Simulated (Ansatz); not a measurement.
A nudged elastic band was laid between two geometries of a periodic cell of 63 atoms, Si₆₂Sb (host Si, host structure diamond, dopant Sb, one Si atom removed), cell charge -2.

All numbers below come from DFT PBE-D3(BJ), scalar-relativistic, plane waves, PAW in Ansatz 0.2.0. Settings: PAW set soft_1, cutoff 420 eV, k mesh 1x1x1, gaussian smearing 0.02 eV, spin collinear.

```yaml
movable_images: 5
climbing_image: yes
spring: 5.0 eV/Å²
optimiser: quadratic models (default)
start_path: IDPP
force_threshold: 0.03 eV/Å
iteration_limit: 41
end_points: relaxed
```

First end point:

```xyz
63
Lattice="10.8600 0.0000 0.0000 0.0000 10.8600 0.0000 0.0000 0.0000 10.8600" Properties=species:S:1:pos:R:3
Si 5.418 -0.014 0.006
Si 6.762 1.350 1.360
Si 8.081 2.659 -0.060
Sb 9.802 4.310 1.050
Si 8.132 -0.003 2.723
Si 9.493 1.350 4.096
Si -0.010 -0.008 0.008
Si 1.362 1.336 1.357
Si 2.686 2.730 0.008
Si 4.062 4.067 1.358
Si 5.417 5.422 0.008
Si 6.768 6.796 1.349
Si 8.156 8.128 0.003
Si 9.496 9.497 1.358
Si 2.719 -0.020 2.722
Si 4.070 1.359 4.091
Si 5.418 2.712 2.721
Si 6.782 4.063 4.074
Si 8.119 5.480 2.742
Si 9.507 6.798 4.094
Si 5.420 -0.008 5.437
Si 6.775 1.354 6.783
Si 8.134 2.715 5.438
Si 9.496 4.068 6.794
Si 8.141 -0.021 8.140
Si 9.498 1.339 9.502
Si 1.301 6.753 1.295
Si 2.691 8.133 0.010
Si 4.073 9.489 1.349
Si 0.057 2.654 2.772
Si 1.353 4.067 4.096
Si 2.680 5.428 2.695
Si 4.060 6.779 4.077
Si 5.412 8.135 2.719
Si 6.770 9.491 4.086
Si -0.012 -0.017 5.437
Si 1.332 1.363 6.788
Si 2.706 2.714 5.448
Si 4.077 4.073 6.781
Si 5.425 5.419 5.427
Si 6.780 6.778 6.787
Si 8.137 8.141 5.444
Si 9.512 9.482 6.788
Si 2.702 0.003 8.153
Si 4.063 1.363 9.526
Si 5.409 2.706 8.146
Si 6.756 4.066 9.501
Si 8.156 5.428 8.176
Si 9.547 6.750 9.566
Si -0.008 8.121 2.694
Si 1.337 9.487 4.072
Si -0.010 5.422 5.442
Si 1.344 6.784 6.792
Si 2.701 8.138 5.434
Si 4.069 9.497 6.786
Si -0.013 2.726 8.168
Si 1.321 4.100 9.534
Si 2.704 5.423 8.159
Si 4.067 6.788 9.520
Si 5.424 8.136 8.152
Si 6.782 9.491 9.516
Si -0.010 8.121 8.172
Si 1.342 9.498 9.515
```

Last end point:

Only the atoms that move by more than 0.05 Å are listed.
```
Si3 8.186 2.756 0.051
Sb4 10.579 5.149 0.281
Si8 1.337 1.381 1.356
Si9 2.732 2.709 0.004
Si12 6.811 6.767 1.356
Si19 8.186 5.379 2.674
Si20 9.504 6.767 4.049
Si27 1.404 6.834 1.414
Si30 -0.051 2.756 2.674
Si31 1.337 4.074 4.049
Si32 2.732 5.426 2.721
Si47 6.811 4.074 9.523
Si48 8.139 5.426 8.128
Si49 9.446 6.834 9.456
Si57 1.404 4.016 9.456
Si62 0.004 8.155 8.135
```

Q: Which bonds break or form, and what moves?

A: The atom that moves furthest is Sb4, by 1.38 Å; four of its nearest neighbours are Si3 2.63, Si30 2.64, Si19 2.66, Si57 3.37 Å at the first end and Si57 2.64, Si49 2.64, Si27 2.64, Si30 3.39 Å at the last.

Q: Give the energies along the band, and the barrier.

A: It converged. The highest image is number 3 of 0 to 6, 0.105 eV above the first end and 0.092 eV above the last; the last end lies 0.012 eV above the first. The profile has 3 maxima (images 1, 3, 5) with wells between them (images 2, 4): this band takes more than one step, which may be the mechanism or a detour left from its start path. A structure lower than the first end lies on the path between it and the top, so the climb from that side starts below the end, which may itself be a saddle point or a shallow side well. A structure lower than the last end lies on the path between it and the top, so the climb from that side starts below the end, which may itself be a saddle point or a shallow side well. By the program's own check the climbing image is of a kind that is not told: a solve is, or may be, on another electronic state. Limits of this set-up: coarse k mesh, a typed lattice constant that wasn't relaxed here, charged cell in a uniform background, uncorrected.

```
image  path coordinate (Å)  energy (eV)  Si3–Sb4 (Å)  Sb4–Si19 (Å)  Sb4–Si30 (Å)
    0                 0.00        0.000         2.63          2.66          2.64
    1                 0.50        0.010         2.63          2.63          2.74
    2                 1.01       -0.011         2.66          2.66          3.06
    3                 1.51        0.105         2.71          2.92          3.22
    4                 2.03       -0.010         2.77          3.38          3.37
    5                 2.55        0.039         3.25          3.41          3.43
    6                 3.07        0.012         3.39          3.39          3.39
```

Q: What is the geometry of the highest image?

A: 
```xyz
63
Lattice="10.8600 0.0000 0.0000 0.0000 10.8600 0.0000 0.0000 0.0000 10.8600" Properties=species:S:1:pos:R:3:forces:R:3
Si 5.523 0.077 0.035 0.00 0.00 0.00
Si 6.939 1.510 1.321 0.00 0.00 0.00
Si 8.264 2.862 -0.150 0.00 0.00 0.00
Sb 10.069 4.749 0.571 0.00 0.00 0.00
Si 8.145 0.027 2.700 0.00 0.00 0.00
Si 9.503 1.278 4.147 0.00 0.00 0.00
Si -0.011 -0.004 -0.009 0.00 0.00 0.00
Si 1.351 1.342 1.364 0.00 0.00 0.00
Si 2.697 2.708 0.010 0.00 0.00 0.00
Si 4.057 4.071 1.352 0.00 0.00 0.00
Si 5.415 5.425 -0.009 0.00 0.00 0.00
Si 6.750 6.819 1.344 0.00 0.00 0.00
Si 8.100 8.175 0.003 0.00 0.00 0.00
Si 9.490 9.502 1.350 0.00 0.00 0.00
Si 2.714 0.000 2.709 0.00 0.00 0.00
Si 4.091 1.356 4.050 0.00 0.00 0.00
Si 5.455 2.725 2.693 0.00 0.00 0.00
Si 6.828 4.093 4.018 0.00 0.00 0.00
Si 8.165 5.509 2.651 0.00 0.00 0.00
Si 9.509 6.790 4.058 0.00 0.00 0.00
Si 5.429 -0.004 5.423 0.00 0.00 0.00
Si 6.787 1.370 6.766 0.00 0.00 0.00
Si 8.147 2.727 5.405 0.00 0.00 0.00
Si 9.490 4.073 6.776 0.00 0.00 0.00
Si 8.122 -0.025 8.124 0.00 0.00 0.00
Si 9.501 1.324 9.460 0.00 0.00 0.00
Si 1.461 6.902 1.385 0.00 0.00 0.00
Si 2.786 8.221 0.004 0.00 0.00 0.00
Si 4.148 9.555 1.382 0.00 0.00 0.00
Si 0.026 2.595 2.824 0.00 0.00 0.00
Si 1.347 4.057 4.059 0.00 0.00 0.00
Si 2.698 5.443 2.707 0.00 0.00 0.00
Si 4.034 6.736 4.123 0.00 0.00 0.00
Si 5.382 8.108 2.767 0.00 0.00 0.00
Si 6.785 9.507 4.045 0.00 0.00 0.00
Si 0.020 -0.057 5.508 0.00 0.00 0.00
Si 1.406 1.391 6.742 0.00 0.00 0.00
Si 2.762 2.763 5.395 0.00 0.00 0.00
Si 4.085 4.067 6.818 0.00 0.00 0.00
Si 5.457 5.431 5.446 0.00 0.00 0.00
Si 6.808 6.853 6.735 0.00 0.00 0.00
Si 8.185 8.191 5.408 0.00 0.00 0.00
Si 9.534 9.421 6.884 0.00 0.00 0.00
Si 2.684 -0.008 8.146 0.00 0.00 0.00
Si 4.047 1.308 9.546 0.00 0.00 0.00
Si 5.375 2.645 8.168 0.00 0.00 0.00
Si 6.735 4.071 9.442 0.00 0.00 0.00
Si 8.081 5.427 8.096 0.00 0.00 0.00
Si 9.350 6.636 9.626 0.00 0.00 0.00
Si 0.003 8.156 2.712 0.00 0.00 0.00
Si 1.347 9.499 4.076 0.00 0.00 0.00
Si -0.009 5.428 5.418 0.00 0.00 0.00
Si 1.332 6.774 6.816 0.00 0.00 0.00
Si 2.689 8.143 5.453 0.00 0.00 0.00
Si 4.063 9.502 6.790 0.00 0.00 0.00
Si -0.017 2.679 8.110 0.00 0.00 0.00
Si 1.289 3.989 9.526 0.00 0.00 0.00
Si 2.657 5.406 8.189 0.00 0.00 0.00
Si 4.044 6.772 9.509 0.00 0.00 0.00
Si 5.405 8.128 8.148 0.00 0.00 0.00
Si 6.763 9.523 9.483 0.00 0.00 0.00
Si -0.040 7.988 8.301 0.00 0.00 0.00
Si 1.339 9.471 9.506 0.00 0.00 0.00
```

The run took 17 min on 4 threads of Intel(R) Xeon(R) CPU @ 2.60GHz (Ice Lake), with other jobs on the host, peak memory 3.9 GiB.
